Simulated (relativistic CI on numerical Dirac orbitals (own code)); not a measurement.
# Rh XLIII (Rh⁴²⁺): levels and lines

Aim: the low levels of Rh⁴²⁺, their labels and the strongest lines; runs with one setting changed show what the result hangs on.

The numbers are computed with relativistic CI on numerical Dirac orbitals (own code) version 2 (Dirac-Coulomb-Breit CI, KLI orbitals optimised for each configuration, model QED (radiative potential, 1s self-energy scaled to tabulated hydrogen-like ionisation energies)), except any that are marked as measured or tabulated.

**1. Starting point**

```
ion                       : Rh⁴²⁺ (Rh XLIII)
nuclear charge            : 45
electrons                 : 3
isotope                   : A = 103
first configuration typed : [He] 2s
```

Outer shells as boxes (Hund's rule):

first configuration typed
```
[He] core
2s [↑ ]
```

**2. The main run**

Input settings:

```ini
atom Rh  Z=45  charge=42  electrons=3
nucleus A=103  rms_radius_fm=4.4945
hamiltonian dirac-coulomb  breit=on  qed=on  c_scale=1
orbitals kli  potential=per-configuration
slater_scale 1
correlation none
mixing on
configurations
  [He] 2s
  [He] 2p
  [He] 3s
  [He] 3p
  [He] 3d
  [He] 4s
  [He] 4p
  [He] 4d
  [He] 4f
  [He] 5s
  [He] 5p
  [He] 5d
  [He] 5f
  [He] 5g
end
```

**3. Slater integrals scaled by 0.9**

The settings differ from step 2 so:

```diff
@@ -4,3 +4,3 @@
 orbitals kli  potential=per-configuration
-slater_scale 1
+slater_scale 0.9
 correlation none
```

**4. Without QED terms**

The settings differ from step 3 so:

```diff
@@ -2,5 +2,5 @@
 nucleus A=103  rms_radius_fm=4.4945
-hamiltonian dirac-coulomb  breit=on  qed=on  c_scale=1
+hamiltonian dirac-coulomb  breit=on  qed=off  c_scale=1
 orbitals kli  potential=per-configuration
-slater_scale 0.9
+slater_scale 1
 correlation none
```

**5. Without configuration mixing**

The settings differ from step 4 so:

```diff
@@ -2,3 +2,3 @@
 nucleus A=103  rms_radius_fm=4.4945
-hamiltonian dirac-coulomb  breit=on  qed=off  c_scale=1
+hamiltonian dirac-coulomb  breit=on  qed=on  c_scale=1
 orbitals kli  potential=per-configuration
@@ -6,3 +6,3 @@
 correlation none
-mixing on
+mixing off
 configurations
```

(Steps that only read results are left out.)

**Question.** What will these runs give? Wanted: lowest level; first excitation; lowest level of the other parity; fastest E1 line; ionisation energy.

The runs gave:

| run | time | mean size of shift, levels followed (cm⁻¹) | lowest level | ionisation energy (eV) |
| --- | --- | --- | --- | --- |
| main run | 0.49 s | 0 | 2s 2S1/2 | 6622.8 |
| Slater integrals scaled by 0.9 | 0.5 s | 0.0 | 2s 2S1/2 | 6622.8 |
| without QED terms | 0.22 s | 26439 | 2s 2S1/2 | 6626.3 |
| without configuration mixing | 0.46 s | 53.7 | 2s 2S1/2 | - |

The tabulated theoretical ionisation energy (NIST) is 6623.26 eV.

| quantity | value |
| --- | --- |
| lowest level | 2s 2S1/2 |
| first excitation | 2p 2P°1/2, 759428 cm⁻¹ |
| lowest level of the other parity | 2p 2P°1/2, 759428 cm⁻¹ |
| levels in the model | 24 |
| fastest E1 line (by rate) to the lowest level | 0.3267 nm, from 3p 2P°3/2 |
| ionisation energy | 6622.8 eV |
| ionisation energy, tabulated theoretical (NIST) | 6623.26 eV |

The lowest level is 2s 2S1/2, 100 % pure in LS and 100 % in jj coupling; over the low levels the means are 100 and 100 %, so both schemes do about equally well. Against the tabulated theoretical ionisation energy the result lies 0.0063 % low. The largest mover is «without QED terms» (26439 cm⁻¹ on average). Lifetimes count radiative decay inside the model alone.
